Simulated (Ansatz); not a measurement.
# CH2AsNO: the cost of one run

Computed with Ansatz 0.2.0, driven from Python. Level of theory: r2SCAN0/def2-SVP.

### 1 The system

Bond lengths: C1–N2 1.393 Å, N2–As3 1.835 Å, C1–O4 1.404 Å, As3–O4 1.797 Å, C1–H5 1.054 Å, As3–H6 1.599 Å. Angles: C1–N2–As3 96.5°, N2–C1–O4 95.5°, N2–C1–H5 130.1°, O4–C1–H5 133.7°, N2–As3–O4 69.5°, N2–As3–H6 90.6°, O4–As3–H6 89.5°, C1–O4–As3 97.7°.

Input file ch2asno.xyz:

```xyz
6

C     0.45460   -0.40270   -0.75750
N     0.04420    0.91640   -0.58100
As   -1.14430    0.58300    0.77620
O    -0.49340   -0.95700    0.11700
H     1.13760   -0.81430   -1.44690
H     0.04330    0.61060    1.84610
```

### 2 The code

File run_scan.py:

```python
"""Potential curve of CH2AsNO along one bond."""

import warnings

import ansatz as az
import numpy as np

warnings.simplefilter("ignore", az.DeckWarning)

mol = az.Crystal.molecule_from_extxyz("ch2asno.xyz")

symbols = [site.symbol for site in mol.cartesian_sites]
start = np.array([site.position_ang for site in mol.cartesian_sites])
axis = (start[4] - start[0]) / np.linalg.norm(start[4] - start[0])
moving = [4]
lengths, energies = [0.928, 0.97, 1.012, 1.054, 1.096, 1.138, 1.181, 1.244], []
for length in lengths:
    xyz = start.copy()
    xyz[moving] += (length - np.linalg.norm(start[4] - start[0])) * axis
    point = az.Crystal.molecule()
    for symbol, place in zip(symbols, xyz):
        point = point.atom(symbol, place.tolist())
    setup = (
        point.calculation()
        .basis(gaussian="def2-SVP")
        .functional("r2scan0")
    )
    rep = setup.run().report
    energies.append(rep["free_energy_ev"])
    print(f"r = {length:6.3f} A  E = {energies[-1]:.5f} eV  <S^2> = {abs(rep['mean_field']['state']['spin_squared']):.3f}")

# quartic fit about the minimum
fit = np.polynomial.Polynomial.fit(lengths, np.array(energies) - min(energies), 4).convert()
roots = [r.real for r in fit.deriv().roots() if abs(r.imag) < 1e-9 and fit.deriv(2)(r.real) > 0]
r_e = min(roots, key=lambda r: abs(r - lengths[int(np.argmin(energies))]))
print(f"minimum of the fit at {r_e:.4f} A, force constant {fit.deriv(2)(r_e):.2f} eV/A^2")
```

### 3 The input behind the calls

The package turns the script's settings into the engine's input (first run):

```yaml
crystal:
  periodic: [false, false, false]
  atoms:
    - { symbol: C, position_ang: [0.4546, -0.4027, -0.7575] }
    - { symbol: "N", position_ang: [0.0442, 0.9164, -0.581] }
    - { symbol: As, position_ang: [-1.1443, 0.583, 0.7762] }
    - { symbol: O, position_ang: [-0.4934, -0.957, 0.117] }
    - { symbol: H, position_ang: [1.0558807072087226, -0.7650530586926945, -1.3644149627374722] }
    - { symbol: H, position_ang: [0.0433, 0.6106, 1.8461] }
basis:
  gaussian:
    orbitals: def2-SVP
hamiltonian:
  xc: r2scan0
```

### 4 Launch

Run with:

```bash
$ python run_scan.py
```

What time and memory should one allow on 1 thread of Arm Neoverse V2, shared host?

About 42 s, with a peak of 0.25 GiB.
